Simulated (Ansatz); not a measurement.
# TaMo2Au2: the cost of one run

Computed with Ansatz 0.2.0 (DFT PBE, scalar-relativistic, plane waves, PAW, unless a step's input says otherwise).

**1. The system as given**

The structure is tetragonal, space group I4/mmm (No. 139). Conventional cell: a = 4.351 Å, b = 4.351 Å, c = 9.970 Å, α = 90.00°, β = 90.00°, γ = 90.00°. Ta (site symmetry 4/mmm) is surrounded by 8 Mo at 3.28 Å and 8 Au at 3.31 Å. Mo (site symmetry 4mm) has 1 Mo at 2.29 Å and 4 Au at 2.56 Å in its first shell of neighbours. Au (site symmetry -4m2) has 4 Mo at 2.56 Å and 4 Au at 3.08 Å and 4 Ta at 3.31 Å in its first shell of neighbours.

As a file:

```cif
data_structure
_symmetry_space_group_name_H-M 'I4/mmm'
_symmetry_Int_Tables_number 139
_cell_length_a 4.3507
_cell_length_b 4.3507
_cell_length_c 9.9704
_cell_angle_alpha 90.000
_cell_angle_beta 90.000
_cell_angle_gamma 90.000
_cell_volume 188.72
loop_
_atom_site_label
_atom_site_type_symbol
_atom_site_symmetry_multiplicity
_atom_site_Wyckoff_symbol
_atom_site_fract_x
_atom_site_fract_y
_atom_site_fract_z
_atom_site_occupancy
Ta1 Ta 2 a 0.00000 0.00000 0.00000 1
Mo1 Mo 4 e 0.50000 0.50000 0.11500 1
Au1 Au 4 d 0.00000 0.50000 0.25000 1
```

Recipe of the guess: species swapped into a database cell of YbSi2Au2 (I4/mmm, No. 139), with Ta on the Yb sites and Mo on the Si sites. The dimensions are guesses.

**2. The guess as it stands, on a coarse mesh**

The input, input.yaml:

```yaml
crystal:
  lattice:
    - [-2.17532894, 2.17532894, 4.98518686]
    - [2.17532894, -2.17532894, 4.98518686]
    - [2.17532894, 2.17532894, -4.98518686]
  atoms:
    - { symbol: Ta, position: [0.0, 0.0, 0.0] }
    - { symbol: Mo, position: [0.61500198, 0.61500198, 0.0] }
    - { symbol: Mo, position: [0.38499802, 0.38499802, 0.0] }
    - { symbol: Au, position: [0.75, 0.25, 0.5] }
    - { symbol: Au, position: [0.25, 0.75, 0.5] }
basis:
  ecutwfc: 420
kpoints:
  mp_grid: { grid: [6, 6, 6] }
hamiltonian:
  xc: pbe
scf:
  occupations: { method: gaussian, width: 0.1 }
  lower_state_search: "off"
output:
  forces: true
  stress: true
  eigenvalues: true
```

On the command line:

```bash
$ ansatz run input.yaml --threads 1 --pin off --max-ram 2560MiB --backend cpu --events-out ev --progress --plain --runs-dir out
```

**Question.** How long does this run take on 1 thread of Arm Neoverse N1, shared host, and how much memory does it need?

About 14 s, with a peak of 0.44 GiB.
